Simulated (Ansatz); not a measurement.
# Si4H10: from a rough start to a minimum

What shape does Si4H10 take? The plan is to relax it, check the end point by its vibrations and derive ideal-gas thermochemistry, and look at its orbitals and charge.

The runs use Ansatz 0.2.0, Gaussian basis; RKS PBE0-D4/def2-TZVP.

Plan: relaxation at PBE0-D4/def2-TZVP; harmonic vibrations at the same level; a single point in def2-TZVPP for the fields.

## 1. The starting structure

SMILES `[SiH3][SiH2][SiH2][SiH3]`, 14 atoms, charge 0, spin multiplicity 1.

Atoms are counted from 1 here; the program's logs count them from 0.

Bond lengths: Si1–Si2 2.313 Å, Si1–H5 1.464 Å, Si1–H6 1.466 Å, Si1–H7 1.465 Å, Si2–Si3 2.326 Å, Si2–H8 1.473 Å, Si2–H9 1.472 Å, Si3–Si4 2.313 Å, Si3–H10 1.474 Å, Si3–H11 1.472 Å, Si4–H12 1.464 Å, Si4–H13 1.466 Å, Si4–H14 1.466 Å. Angles: Si2–Si1–H5 115.1°, Si2–Si1–H6 110.9°, Si2–Si1–H7 111.4°, H5–Si1–H6 106.3°, H5–Si1–H7 106.2°, H6–Si1–H7 106.4°, Si1–Si2–Si3 114.1°, Si1–Si2–H8 109.3°, Si1–Si2–H9 110.0°, Si3–Si2–H8 108.5°, Si3–Si2–H9 111.4°, H8–Si2–H9 102.8°, Si2–Si3–Si4 114.3°, Si2–Si3–H10 108.4°, Si2–Si3–H11 111.4°, Si4–Si3–H10 109.3°, Si4–Si3–H11 110.0°, H10–Si3–H11 102.7° and more.

The start is a GFN2-xTB geometry.

## 2. Optimising with PBE0-D4/def2-TZVP

The input, in.yaml:

```yaml
crystal:
  periodic: [false, false, false]
  atoms:
    - {symbol: Si, position_ang: [-0.503960, 2.162520, 1.051860]}
    - {symbol: Si, position_ang: [-1.533690, 0.218160, 0.338620]}
    - {symbol: Si, position_ang: [-0.278870, -1.021650, -1.177620]}
    - {symbol: Si, position_ang: [1.840390, -1.571050, -0.431870]}
    - {symbol: H, position_ang: [-1.283140, 2.967960, 1.994050]}
    - {symbol: H, position_ang: [0.768430, 1.867230, 1.717040]}
    - {symbol: H, position_ang: [-0.187040, 3.043090, -0.075820]}
    - {symbol: H, position_ang: [-1.831850, -0.631490, 1.504920]}
    - {symbol: H, position_ang: [-2.872360, 0.523280, -0.192940]}
    - {symbol: H, position_ang: [-0.170630, -0.254070, -2.431070]}
    - {symbol: H, position_ang: [-0.994140, -2.236460, -1.601670]}
    - {symbol: H, position_ang: [2.633220, -2.377880, -1.361280]}
    - {symbol: H, position_ang: [2.627150, -0.365050, -0.158250]}
    - {symbol: H, position_ang: [1.786500, -2.324590, 0.824040]}
basis:
  gaussian: {orbitals: def2-TZVP}
hamiltonian: {xc: pbe0, dispersion: d4}
relax: {f_tol: 0.005, max_steps: 150}
```

The run is started by

```sh
$ ansatz run in.yaml --threads 4 --pin off --events-out ev --progress --plain --max-ram 10444MiB
```

The runs that follow: Vibrations by finite differences; A single point for the fields.

**Question.** What will the summary of the whole plan be? Wanted: point group; shift from the start; total energy; dispersion term; dipole moment; lowest, highest wavenumber; zero-point energy; HOMO, LUMO.

The runs gave:

| quantity | value |
| --- | --- |
| point group | C2 |
| steps | 8 |
| shift from the start (rms) | 0.118 Å |
| total energy | -31660.9278 eV |
| dispersion term | -320 meV |
| dipole moment | 0.13 D |
| lowest, highest wavenumber | 28, 2229 cm⁻¹ |
| zero-point energy | 219.0 kJ/mol |
| entropy at 298.15 K | 410.6 J/(mol K) |
| HOMO, LUMO | -7.91, -0.34 eV |

What this shows: The atoms moved 0.12 Å (rms) from the start; the bond that changed most is Si3–Si4, from 2.313 to 2.338 Å. All wavenumbers are real, so the end point is a minimum. The stiffest mode, 2229 cm⁻¹, is an Si–H stretch, and 5 modes under 200 cm⁻¹ make the vibrational entropy uncertain. Harmonic hybrid wavenumbers usually lie a few per cent above measured fundamentals. The HOMO lies mostly on Si2, Si3 about 26 % each; Si1, Si4 about 9 % each and the LUMO on Si2, Si3 about 15 % each; H9, H11 about 9 % each.
